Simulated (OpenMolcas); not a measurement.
# SnCl2F2 (SMILES [F][Sn]([F])([Cl])[Cl]) at 6 levels

We compute a comparison of 6 runs (HF/3-21G, B2PLYP/def2-SVP, B3LYP/def2-SVP, BHLYP/def2-SVP, M06-L/def2-SVP, MP2/def2-SVP) of SnCl2F2. 

The results are computed with OpenMolcas 26.06.

### Step 1. The molecule

SnCl2F2: 5 atoms, total charge 0, spin state singlet. SMILES: `[F][Sn]([F])([Cl])[Cl]`. Geometry: relaxed at PBE0-D4/def2-TZVP.

Bond lengths: F1–Sn2 1.887 Å, Sn2–F3 1.887 Å, Sn2–Cl4 2.271 Å, Sn2–Cl5 2.271 Å. Angles: F1–Sn2–F3 105.5°, F1–Sn2–Cl4 109.3°, F1–Sn2–Cl5 109.3°, F3–Sn2–Cl4 109.2°, F3–Sn2–Cl5 109.2°, Cl4–Sn2–Cl5 114.0°.

### Step 2. Energy and gradient at HF/3-21G (run 1)

File run.input:

```
* Cl2F2Sn Hartree-Fock
>>> EXPORT MOLCAS_PRINT=2

&GATEWAY
 BasLib=$CurrDir
 Coord
 5
 angstrom
 F       -0.136000      -0.318500       1.871500
 Sn       0.031600      -0.036600       0.013600
 F        1.509000      -1.080200      -0.523100
 Cl      -1.837700      -0.793000      -1.030000
 Cl       0.483000       2.154700      -0.373400
 Basis=3-21G
 Group=NoSym

&SEWARD

&SCF
 Thresholds=1e-10 1e-07 1e-07 1e-05
 PrOrbitals=1 2

&ALASKA
```

The basis set 3-21G is read from a file made from the Basis Set Exchange's data (not shown).

Run with:

```console
export MOLCAS_MEM=1860
pymolcas run.input > run.log
```

What it wrote:

```text
--- Start Module: gateway ---
[...]
--- Stop Module: gateway /rc=_RC_ALL_IS_WELL_ ---
[...]
      Basis functions           75
[...]
--- Start Module: scf ---
[...]
       Convergence after  12 Iterations
[...]
::    Total SCF energy                              -7108.8539618188
[...]
      Total spin, S                                     0.0000000000
[...]
      Total electronic charge=  102.000000
      Total            charge=   -0.000000
[...]
      Dipole Moment (debye):
      Origin of the operator (angstrom)=   -0.0768    0.0731   -0.0958
                   X= -2.2194E-01               Y=  2.2467E-01               Z= -2.2301E-01           Total=  3.8661E-01
      Quadrupole Moment (debye*angstrom):
[...]
--- Stop Module: scf /rc=_RC_ALL_IS_WELL_ ---
[...]
--- Start Module: alaska ---
[...]
 *              Molecular gradients               *
 **************************************************
  Irreducible representation: a
 ------------------------------------------------------------------------------------------
                              X                       Y                       Z
 ------------------------------------------------------------------------------------------
  F1               -2.48959796024550E-03   -1.14526462962683E-03    1.39405444773573E-02
  SN2              -3.05716280491408E-02    3.09402354599024E-02   -3.07540914886228E-02
  F3                1.09279760686647E-02   -7.37377310336740E-03   -5.52120826797342E-03
  CL4               2.77318097914545E-02    9.96427318015236E-03    1.58802005755838E-02
  CL5              -5.59855985074798E-03   -3.23854709070588E-02    6.45455470374046E-03
 ------------------------------------------------------------------------------------------
--- Stop Module: alaska /rc=_RC_ALL_IS_WELL_ ---
[...]
```

It took 4.2 s on 1 thread of Intel Xeon 6975P-C (Granite Rapids), shared host; peak memory 0.43 GiB.

### Step 3. A single-point energy at B2PLYP/def2-SVP (core potential) (run 2)

File input.xyz:

```xyz
5

F     -0.136000    -0.318500     1.871500
Sn     0.031600    -0.036600     0.013600
F      1.509000    -1.080200    -0.523100
Cl    -1.837700    -0.793000    -1.030000
Cl     0.483000     2.154700    -0.373400
```

File calc.input:

```
&GATEWAY
BasLib
$CurrDir
Coord
input.xyz
Basis
def2-SVP
Group
NoSym
&SEWARD
GridInput
Grid=UltraFine
End of Grid
&SCF
KSDFT
B2PLYP_SCF
Thresholds
1e-10 1e-07 1e-07 1e-05
PrOrbitals
0
&MBPT2
Frozen
16
```

The basis set def2-SVP is read from a file made from the Basis Set Exchange's data (not shown).

Run with:

```console
export MOLCAS_MEM=1860
pymolcas calc.input > calc.log
```

What it wrote:

```text
--- Start Module: gateway ---
[...]
--- Stop Module: gateway /rc=_RC_ALL_IS_WELL_ ---
[...]
      Basis functions           90
[...]
--- Start Module: scf ---
[...]
       Convergence after  13 Iterations
[...]
::    Total KS-DFT energy                           -1333.1100960539
[...]
      Total spin, S                                     0.0000000000
[...]
      Total electronic charge=   74.000000
      Total            charge=   -0.000000
[...]
      Dipole Moment (debye):
      Origin of the operator (angstrom)=   -0.0768    0.0731   -0.0958
                   X= -9.2680E-01               Y=  9.3800E-01               Z= -9.3417E-01           Total=  1.6160E+00
      Quadrupole Moment (debye*angstrom):
[...]
--- Stop Module: scf /rc=_RC_ALL_IS_WELL_ ---
[...]
--- Start Module: mbpt2 ---
[...]
 ###    WARNING: MP2 implementation intended for RHF references only         ###
 ###############################################################################
MBPT2 WARNING: Reference function according to RunFile:KS-DFT
I'll assume you know what you're doing and continue
WARNING!
Default frozen orbitals as non valence orbitals is overwritten by user input.
Default values:  12
[...]
       Reference weight ( Cref**2 )         =        0.74800
::    Total MBPT2 energy                            -1334.0135775719
[...]
      Total MBPT2 calculations                           0.28      0.31
--- Stop Module: mbpt2 /rc=_RC_ALL_IS_WELL_ ---
[...]
```

It took 11 s on 1 thread of Intel Xeon 6975P-C (Granite Rapids), shared host; peak memory 0.49 GiB.

### Step 4. Energy and gradient at B3LYP/def2-SVP (core potential) (run 3)

File test.inp:

```
&GATEWAY
  BasLib
  $CurrDir
  Coord
  5
  angstrom
  F       -0.136000      -0.318500       1.871500
  Sn       0.031600      -0.036600       0.013600
  F        1.509000      -1.080200      -0.523100
  Cl      -1.837700      -0.793000      -1.030000
  Cl       0.483000       2.154700      -0.373400
  Basis
  def2-SVP
  Group
  NoSym

&SEWARD
  GridInput
  Grid=UltraFine
  End of Grid

&SCF
  KSDFT
  B3LYP
  Thresholds
  1e-10 1e-07 1e-07 1e-05
  PrOrbitals
  1

&ALASKA
```

The basis set def2-SVP is read from a file made from the Basis Set Exchange's data (not shown).

Run with:

```console
export MOLCAS_MEM=1860
pymolcas test.inp > test.log
```

What it wrote:

```text
--- Start Module: gateway ---
[...]
--- Stop Module: gateway /rc=_RC_ALL_IS_WELL_ ---
[...]
      Basis functions           90
[...]
--- Start Module: scf ---
[...]
       Convergence after  15 Iterations
[...]
::    Total KS-DFT energy                           -1334.1544341235
[...]
      Total spin, S                                     0.0000000000
[...]
      Total electronic charge=   74.000000
      Total            charge=   -0.000000
[...]
      Dipole Moment (debye):
      Origin of the operator (angstrom)=   -0.0768    0.0731   -0.0958
                   X= -8.4485E-01               Y=  8.5507E-01               Z= -8.5157E-01           Total=  1.4731E+00
      Quadrupole Moment (debye*angstrom):
[...]
--- Stop Module: scf /rc=_RC_ALL_IS_WELL_ ---
[...]
--- Start Module: alaska ---
[...]
 *              Molecular gradients               *
 **************************************************
  Irreducible representation: a
 ------------------------------------------------------------------------------------------
                              X                       Y                       Z
 ------------------------------------------------------------------------------------------
  F1                1.69868922875649E-03    3.15776832005099E-03   -2.01804588959256E-02
  SN2               3.18832036755623E-03   -3.22753201024284E-03    3.29829066506981E-03
  F3               -1.60066757155555E-02    1.13410689971651E-02    5.66011301377234E-03
  CL4               1.46381720782074E-02    5.90118799871497E-03    8.17773921195197E-03
  CL5              -3.51850595899350E-03   -1.71724933058144E-02    3.04431600515453E-03
 ------------------------------------------------------------------------------------------
--- Stop Module: alaska /rc=_RC_ALL_IS_WELL_ ---
[...]
```

It took 15 s on 1 thread of Intel Xeon 6975P-C (Granite Rapids), shared host; peak memory 0.49 GiB.

Runs 4 to 5 aren't shown in full; the table further down has their settings and results.

### Step 5. A single-point energy at MP2/def2-SVP (core potential) (run 6)

File struct.xyz:

```xyz
5

F     -0.136000    -0.318500     1.871500
Sn     0.031600    -0.036600     0.013600
F      1.509000    -1.080200    -0.523100
Cl    -1.837700    -0.793000    -1.030000
Cl     0.483000     2.154700    -0.373400
```

File calc.inp:

```
&GATEWAY
 BasLib=$CurrDir
 Coord=struct.xyz
 Basis=def2-SVP
 Group=NoSym

&SEWARD

&SCF
 Thresholds=1e-10 1e-07 1e-07 1e-05
 PrOrbitals=1 2

&MBPT2
 Frozen=16
```

The basis set def2-SVP is read from a file made from the Basis Set Exchange's data (not shown).

Run with:

```console
export MOLCAS_MEM=1860
pymolcas calc.inp > calc.log
```

What it wrote:

```text
--- Start Module: gateway ---
[...]
--- Stop Module: gateway /rc=_RC_ALL_IS_WELL_ ---
[...]
      Basis functions           90
[...]
--- Start Module: scf ---
[...]
       Convergence after  13 Iterations
[...]
::    Total SCF energy                              -1330.9051374547
[...]
      Total spin, S                                     0.0000000000
[...]
      Total electronic charge=   74.000000
      Total            charge=   -0.000000
[...]
      Dipole Moment (debye):
      Origin of the operator (angstrom)=   -0.0768    0.0731   -0.0958
                   X= -9.9432E-01               Y=  1.0063E+00               Z= -1.0022E+00           Total=  1.7337E+00
      Quadrupole Moment (debye*angstrom):
[...]
--- Stop Module: scf /rc=_RC_ALL_IS_WELL_ ---
[...]
--- Start Module: mbpt2 ---
[...]
WARNING!
Default frozen orbitals as non valence orbitals is overwritten by user input.
Default values:  12
[...]
       Reference weight ( Cref**2 )         =        0.82325
::    Total MBPT2 energy                            -1331.6451675300
[...]
      Total MBPT2 calculations                           0.28      0.33
--- Stop Module: mbpt2 /rc=_RC_ALL_IS_WELL_ ---
[...]
```

It took 5.7 s on 1 thread of Intel Xeon 6975P-C (Granite Rapids), shared host; peak memory 0.49 GiB.

### Step 6. Overview of the runs

| run | level | task | frozen core orbitals | energy (Eh) | dipole moment (D) of the reference | HOMO energy (eV) | LUMO energy (eV) | wall time |
| --- | --- | --- | --- | --- | --- | --- | --- | --- |
| 1 | HF/3-21G | gradient | – | -7108.853962 | 0.39 | -13.85 | 0.36 | 4.2 s |
| 2 | B2PLYP/def2-SVP (core potential) | energy | 16 | -1333.354036 | 1.62 | -11.33 | -1.74 | 11 s |
| 3 | B3LYP/def2-SVP (core potential) | gradient | – | -1334.154434 | 1.47 | -9.68 | -3.36 | 15 s |
| 4 | BHLYP/def2-SVP (core potential) | gradient | – | -1333.917612 | 1.62 | -11.39 | -2.11 | 14 s |
| 5 | M06-L/def2-SVP (core potential) | gradient | – | -1334.216838 | 1.22 | -8.97 | -3.85 | 20 s |
| 6 | MP2/def2-SVP (core potential) | energy | 16 | -1331.645168 | 1.73 | -13.61 | 0.76 | 5.7 s |

### Step 7. What came out

| quantity | value |
| --- | --- |
| run 6: total energy | -1331.64517 Eh |
| run 6: dipole moment (mean-field density) | 1.73 D |
| run 6: HOMO energy (Hartree–Fock orbitals) | -13.61 eV |
| run 6: LUMO energy (Hartree–Fock orbitals) | 0.76 eV |
| run 6: HOMO–LUMO gap (Hartree–Fock orbitals) | 14.37 eV |
| run 6: correlation energy (16 core orbitals frozen) | -740.0 mEh |

Over runs 1, 2, 3, 4, 5 the dipole moment (its size) runs from 0.39 D (HF/3-21G) to 1.62 D (BHLYP/def2-SVP). The two ends differ in method and basis and core potential. Over runs 1, 2, 3, 4, 5 the HOMO–LUMO gap runs from 5.12 eV (M06-L/def2-SVP) to 14.21 eV (HF/3-21G). For B2PLYP the log adds the whole second-order term; the table takes 0.27 of it, as the functional is defined. Totals of different functionals can't be ranked against each other. Some runs of one species differ in core potentials or relativity; totals across that change don't compare. In run 1 relativity is left out where basis or elements ask for it. All runs together took 70 s, the longest 20 s.
